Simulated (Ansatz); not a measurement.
# CH₈BGaGe: one species, many methods

The task here is to estimate one member of a computed series from the others.

Method: functionals in def2-TZVPP, the program's frozen cores in correlated methods; program: Ansatz 0.2.0, Gaussian basis.

Levels to be run: LDA (SPW92), PBE-D4, revPBE-D4, BLYP-D4, r2SCAN-D4, B97M-V, PBE0-D4, B3LYP-D4, r2SCANh-D4, r2SCAN0-D4, HSE06-D4, BHLYP-D4, CAM-B3LYP-D4, LC-ωPBE, ωB97X-V, ωB97M-V, B2PLYP, PBE-QIDH; CCSD(T)/def2-SVP; CCSD(T)/def2-TZVPP; MP2/def2-QZVPP; extrapolation to the limit; RPA on PBE.

### The relaxed structure

The geometry comes from an earlier relaxation with PBE0-D4 in a triple-zeta def2 set; it is a stationary point, not always the lowest conformer.

SMILES `[BH2][GaH][GeH2][CH3]`, 12 atoms, charge 0, spin multiplicity 1.

Atoms are counted from 1 here; the program's logs count them from 0.

Bond lengths: B1–Ga2 2.059 Å, B1–H5 1.199 Å, B1–H6 1.199 Å, Ga2–Ge3 2.461 Å, Ga2–H7 1.578 Å, Ge3–C4 1.964 Å, Ge3–H8 1.547 Å, Ge3–H9 1.548 Å, C4–H10 1.091 Å, C4–H11 1.091 Å, C4–H12 1.091 Å. Angles: Ga2–B1–H5 122.0°, Ga2–B1–H6 121.9°, H5–B1–H6 116.0°, B1–Ga2–Ge3 121.3°, B1–Ga2–H7 123.0°, Ge3–Ga2–H7 115.7°, Ga2–Ge3–C4 114.1°, Ga2–Ge3–H8 110.5°, Ga2–Ge3–H9 108.9°, C4–Ge3–H8 108.7°, C4–Ge3–H9 108.5°, H8–Ge3–H9 105.6°, Ge3–C4–H10 110.4°, Ge3–C4–H11 110.2°, Ge3–C4–H12 110.1°, H10–C4–H11 108.8°, H10–C4–H12 108.9°, H11–C4–H12 108.5°.

The first run:

in.yaml

```yaml
crystal:
  periodic: [false, false, false]
  atoms:
    - {symbol: B, position_ang: [-0.893483, 2.955488, 0.649904]}
    - {symbol: Ga, position_ang: [0.373846, 1.350295, 0.412806]}
    - {symbol: Ge, position_ang: [-0.446832, -0.813952, -0.422121]}
    - {symbol: C, position_ang: [0.874595, -2.263700, -0.329811]}
    - {symbol: H, position_ang: [-1.118719, 3.724721, -0.241297]}
    - {symbol: H, position_ang: [-1.488933, 3.147334, 1.672379]}
    - {symbol: H, position_ang: [1.917244, 1.418016, 0.736556]}
    - {symbol: H, position_ang: [-1.714392, -1.248585, 0.350638]}
    - {symbol: H, position_ang: [-0.892849, -0.647829, -1.895157]}
    - {symbol: H, position_ang: [0.454500, -3.186198, -0.732734]}
    - {symbol: H, position_ang: [1.173098, -2.436379, 0.704787]}
    - {symbol: H, position_ang: [1.761904, -1.999191, -0.905951]}
basis:
  gaussian: {orbitals: def2-TZVPP}
hamiltonian: {xc: lda}
output: {orbitals: {seedname: orbitals}}
```

Started as:

```bash
$ ansatz run in.yaml --threads 2 --pin off --events-out ev --progress --plain --max-ram 32768MiB --backend cpu
```

Among the steps run: LDA; PBE-D4 (GGA); revPBE-D4 (GGA); BLYP-D4 (GGA); r2SCAN-D4 (meta-GGA); B97M-V (meta-GGA); B3LYP-D4 (hybrid); r2SCANh-D4 (hybrid); r2SCAN0-D4 (hybrid); HSE06-D4 (hybrid); BHLYP-D4 (hybrid); CAM-B3LYP-D4 (range-separated); LC-ωPBE (range-separated); ωB97X-V (range-separated); ωB97M-V (range-separated); B2PLYP (double hybrid); PBE-QIDH (double hybrid).

One of the session's tables, all rows but one given; the rest of the session is left out.

It belongs to the step «Frontier levels by functional». 

```
  functional  HOMO (eV)  LUMO (eV)  gap (eV)
 LDA (SPW92)      -6.07      -3.41      2.66
      PBE-D4      -5.94      -3.14      2.79
   revPBE-D4      -5.88      -3.03      2.85
     BLYP-D4      -5.78      -2.97      2.81
   r2SCAN-D4      -6.16      -2.82      3.34
      B97M-V          ?          ?         ?
     PBE0-D4      -6.94      -2.20      4.73
    B3LYP-D4      -6.74      -2.40      4.34
  r2SCANh-D4      -6.53      -2.50      4.03
  r2SCAN0-D4      -7.08      -2.02      5.06
    HSE06-D4      -6.55      -2.58      3.97
    BHLYP-D4      -7.82      -1.19      6.64
CAM-B3LYP-D4      -8.14      -1.13      7.01
     LC-ωPBE      -9.41       0.05      9.46
     ωB97X-V      -9.09      -0.07      9.02
     ωB97M-V      -8.92      -0.33      8.60
```

Estimate the missing values for B97M-V.

As computed: HOMO (eV): -6.22; LUMO (eV): -2.93; gap (eV): 3.29. In the column «HOMO (eV)» it lies between r2SCANh-D4 (-6.53) and r2SCAN-D4 (-6.16).
